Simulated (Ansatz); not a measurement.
# LaBiSe2O: the cost of one run

Program: Ansatz 0.2.0, driven from Python. The levels of theory stand in the script. These are calculated values, not measurements.

### 1 The system

It takes space group P4/nmm (No. 129, tetragonal). The conventional cell has a = 4.154 Å, b = 4.154 Å, c = 14.844 Å, α = 90.00°, β = 90.00°, γ = 90.00°. La (site symmetry 4mm) has 4 O at 2.40 Å as nearest neighbours. Bi (site symmetry 4mm) is surrounded by 5 Se at 2.66 to 2.96 Å. Se (site symmetry 4mm) has 1 Bi at 2.66 Å as nearest neighbours. Se (site symmetry 4mm) is surrounded by 4 Bi at 2.96 Å. O (site symmetry -4m2) has 4 La at 2.40 Å as nearest neighbours.

The script holds or builds the structure itself.

### 2 Script

lattice_labise2o.py

```python
# -*- coding: utf-8 -*-
from dataclasses import dataclass
import warnings

import ansatz as az
import numpy as np


@dataclass
class RunConfig:
    mesh: tuple[int, ...] = (3, 3, 1)
    occupations: str = "fixed"
    tolerance: float = 1e-09


opts = RunConfig()

def edges_and_angles(cell):
    cell = np.asarray(cell)
    a, b, c = np.linalg.norm(cell, axis=1)
    cosines = cell[1] @ cell[2] / (b * c), cell[0] @ cell[2] / (a * c), cell[0] @ cell[1] / (a * b)
    return (a, b, c, *np.degrees(np.arccos(cosines)))


def main():
    warnings.simplefilter("ignore", az.DeckWarning)

    structure = (
        az.Lattice.of((4.154044, 0.0, 0.0), (0.0, 4.154044, 0.0), (0.0, 0.0, 14.843668))
        .atom("La", (0.0, 0.5, 0.918335))
        .atom("La", (0.5, 0.0, 0.081665))
        .atom("Bi", (0.0, 0.5, 0.367342))
        .atom("Bi", (0.5, 0.0, 0.632658))
        .atom("Se", (0.0, 0.5, 0.188438))
        .atom("Se", (0.5, 0.0, 0.811562))
        .atom("Se", (0.0, 0.5, 0.606683))
        .atom("Se", (0.5, 0.0, 0.393317))
        .atom("O", (0.0, 0.0, 0.0))
        .atom("O", (0.5, 0.5, 0.0))
    )

    calc = structure.calculation()
    calc = calc.basis(18 * az.Ha, density_ratio=8)
    calc = calc.kpoints(*opts.mesh)
    calc = calc.occupations(opts.occupations)
    calc = calc.scf(tolerance=opts.tolerance, self_checks="high").relax(cell=True)

    levels = [("pbesol", "d3bj"), ("blyp", "d3bj"), ("lda", "none")]
    print("level            a       b       c    alpha   beta  gamma  V/atom  steps")
    for name, dispersion in levels:
        seen = []
        run = calc.functional(name, dispersion=dispersion).session().plan()
        res = run.execute(on_event=lambda e: seen.append(e) if e["event"] == "relax_step" else None)
        cell = res.lattice.cell_ang
        label = name if dispersion == "none" else f"{name}+{dispersion}"
        print("{:13s} {:7.4f} {:7.4f} {:7.4f} {:6.2f} {:6.2f} {:6.2f}".format(label, *edges_and_angles(cell)), f"{abs(np.linalg.det(cell)) / len(res.lattice.sites):7.3f} {len(seen):5d}")


if __name__ == "__main__":
    main()
```

### 3 The calls as engine input

The engine receives this input (first run):

```yaml
crystal:
  lattice:
    - [4.154044, 0.0, 0.0]
    - [0.0, 4.154044, 0.0]
    - [0.0, 0.0, 14.843668]
  atoms:
    - { symbol: La, position: [0.0, 0.5, 0.918335] }
    - { symbol: La, position: [0.5, 0.0, 0.081665] }
    - { symbol: Bi, position: [0.0, 0.5, 0.367342] }
    - { symbol: Bi, position: [0.5, 0.0, 0.632658] }
    - { symbol: Se, position: [0.0, 0.5, 0.188438] }
    - { symbol: Se, position: [0.5, 0.0, 0.811562] }
    - { symbol: Se, position: [0.0, 0.5, 0.606683] }
    - { symbol: Se, position: [0.5, 0.0, 0.393317] }
    - { symbol: O, position: [0.0, 0.0, 0.0] }
    - { symbol: O, position: [0.5, 0.5, 0.0] }
basis:
  ecutwfc: 489.804952427784
  ecutrho_ratio: 8
kpoints:
  mp_grid:
    grid: [3, 3, 1]
hamiltonian:
  xc: pbesol
  dispersion: d3bj
scf:
  self_checks: high
  convergence:
    dr2_threshold: 1.0e-09
  occupations:
    method: fixed
relax:
  cell: {}
```

### 4 Running it

Run with:

```sh
> python lattice_labise2o.py
```

What time and memory should one allow on 1 thread of Arm Neoverse V1, shared host?

About 2.2 min, with a peak of 0.96 GiB.
